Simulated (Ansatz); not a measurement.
The system is BC5.

```
C B
1.0
    -1.25802    1.25802    5.70488
     1.25802   -1.25802    5.70488
     1.25802    1.25802   -5.70488
C B
5 1
Cartesian
  1.2580 0.0000 0.9141
  1.2580 0.0000 4.7908
  0.0000 0.0000 5.7049
  0.0000 0.0000 1.7831
  0.0000 0.0000 9.6266
  0.0000 1.2580 2.8524
```

The cell comes from a database or a generator and needn't be the stable form of this composition.

* Program: Ansatz 0.2.0
* Task: single point
* Functional: PBE
* Potentials or basis: Ansatz PAW
* Cutoff: 420 eV (not typed: the program's choice for these potentials)
* k mesh: 15 × 15 × 15
* Occupations: fermi-dirac, width 0.05 eV
* Spin: no spin polarisation

On this cell: pressure -0.8 GPa; largest force 0.030 eV/Å; band gap on the k mesh none (metal or under the smearing width).

The same run follows on a disturbed copy (atoms moved at random, drawn with an rms of 0.05 Å):

```
C B
1.0
    -1.25802    1.25802    5.70488
     1.25802   -1.25802    5.70488
     1.25802    1.25802   -5.70488
C B
5 1
Direct
  0.07594 0.59759 0.50461
  0.42629 0.93405 0.51944
  0.51119 0.48379 0.99994
  0.14914 0.16989 0.00887
  0.84814 0.85673 0.00826
  0.73820 0.25054 0.49236
```

**Question.** What changes?

**Answer.** The energy (extrapolated to zero smearing) moves by +48.1 meV/atom; pressure 2.0 GPa; largest force 3.419 eV/Å; band gap on the k mesh none (metal or under the smearing width).

Forces on the atoms (eV/Å):
```
C   -0.651  0.520 -2.567
C   -1.496 -0.381  0.274
C    2.374 -0.855  2.307
C   -0.491  0.153  1.384
C   -0.106  0.354 -2.341
B    0.370  0.209  0.942
```

Stress tensor (GPa, compression positive):
```
-0.16 -0.02  1.10
-0.02  3.64 -0.89
 1.10 -0.89  2.62
```
